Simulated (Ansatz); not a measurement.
# Ba2Tl5V3O12 in Ansatz: convergence with k mesh

Input of the first run (k mesh 1 × 1 × 2); the others differ in this setting and in those tied to it:

File input.yaml:

```yaml
crystal:
  lattice:
    - [9.93665, 0.0, 0.0]
    - [0.0, 9.93665, 0.0]
    - [0.0, 0.0, 6.65552]
  atoms:
    - { symbol: Ba, position: [0.0, 0.5, 0.0] }
    - { symbol: Ba, position: [0.5, 0.0, 0.0] }
    - { symbol: V, position: [0.5, 0.5, 0.0], spin: 2.0 }
    - { symbol: V, position: [0.5, 0.0, 0.5], spin: 2.0 }
    - { symbol: V, position: [0.0, 0.5, 0.5], spin: 2.0 }
    - { symbol: Tl, position: [0.0, 0.0, 0.5] }
    - { symbol: Tl, position: [0.67321, 0.32679, 0.46014] }
    - { symbol: Tl, position: [0.32679, 0.67321, 0.46014] }
    - { symbol: Tl, position: [0.67321, 0.67321, 0.53986] }
    - { symbol: Tl, position: [0.32679, 0.32679, 0.53986] }
    - { symbol: O, position: [0.39848, 0.60152, 0.14652] }
    - { symbol: O, position: [0.60152, 0.39848, 0.14652] }
    - { symbol: O, position: [0.60152, 0.60152, 0.85348] }
    - { symbol: O, position: [0.39848, 0.39848, 0.85348] }
    - { symbol: O, position: [0.59959, 0.09072, 0.33579] }
    - { symbol: O, position: [0.40041, 0.09072, 0.66421] }
    - { symbol: O, position: [0.59959, 0.90928, 0.66421] }
    - { symbol: O, position: [0.40041, 0.90928, 0.33579] }
    - { symbol: O, position: [0.09072, 0.59959, 0.33579] }
    - { symbol: O, position: [0.09072, 0.40041, 0.66421] }
    - { symbol: O, position: [0.90928, 0.59959, 0.66421] }
    - { symbol: O, position: [0.90928, 0.40041, 0.33579] }
hamiltonian:
  xc: pbe
  pseudopotentials: { kind: paw }
magnetization:
  spin_polarized: true
kpoints:
  mp_grid: { grid: [1, 1, 2] }
scf:
  occupations: { method: fermi_dirac, width: 0.05 }
output:
  forces: true
  stress: true
  eigenvalues: true
```

Potentials or basis: Ansatz PAW.

The run is started by

```bash
$ ansatz run input.yaml --threads 8 --pin off --max-ram 20480MiB --backend cpu --events-out ev --progress --plain --runs-dir out
```

The cell was built by a generator and needn't be a form met in nature.

Hardware: 8 threads of Intel(R) Xeon(R) Processor @ 2.50GHz (Skylake/Cascade Lake), on a shared host.

| k mesh | energy less the tightest run, at zero smearing (meV/atom) | pressure (GPa) | largest force (eV/Å) | gap on the mesh (eV) | SCF cycles | CPU time (s) | peak memory (GiB) |
| --- | --- | --- | --- | --- | --- | --- | --- |
| 1 × 1 × 2 | 8.29 | 0.17 | 0.052 | 0.561 | 16 | 82 | 1.7 |
| 2 × 2 × 2 | 0.50 | 0.03 | 0.008 | 0.503 | 17 | 210 | 3 |
| 2 × 2 × 3 | 0.25 | 0.03 | 0.009 | 0.587 | 17 | 270 | 2.9 |
| 3 × 3 × 4 | 0.02 | 0.02 | 0.009 | 0.508 | 17 | 500 | 3.3 |
| 3 × 3 × 5 | 0.00 | 0.02 | 0.009 | 0.540 | 17 | 480 | 3.3 |
| 4 × 4 × 6 | 0.00 | 0.02 | 0.009 | 0.503 | 16 | 1200 | 4.6 |
| 5 × 5 × 7 | 0.00 | 0.02 | 0.009 | 0.522 | 16 | 1400 | 4.7 |

Against the tightest run, the energy stays within 1 meV/atom from 2 × 2 × 2 on; the pressure stays within 0.1 GPa from 2 × 2 × 2 on; the largest force stays within 0.005 eV/Å from 2 × 2 × 2 on. Not settled before the last step: the gap on the mesh (to 0.01 eV). Meshes of other sizes hit other points, so gaps and Fermi surfaces needn't settle smoothly. The tightest run that finished is the yardstick and may itself not be fully converged.

Caveat, for the tightest run too: odd divisions of the mesh miss points on the zone boundary, where band edges often lie, so the gap on the mesh can be too wide; spin-orbit coupling is left out, which as a rule narrows the gap of such compounds by several tenths of an eV; the starting moments weren't kept.
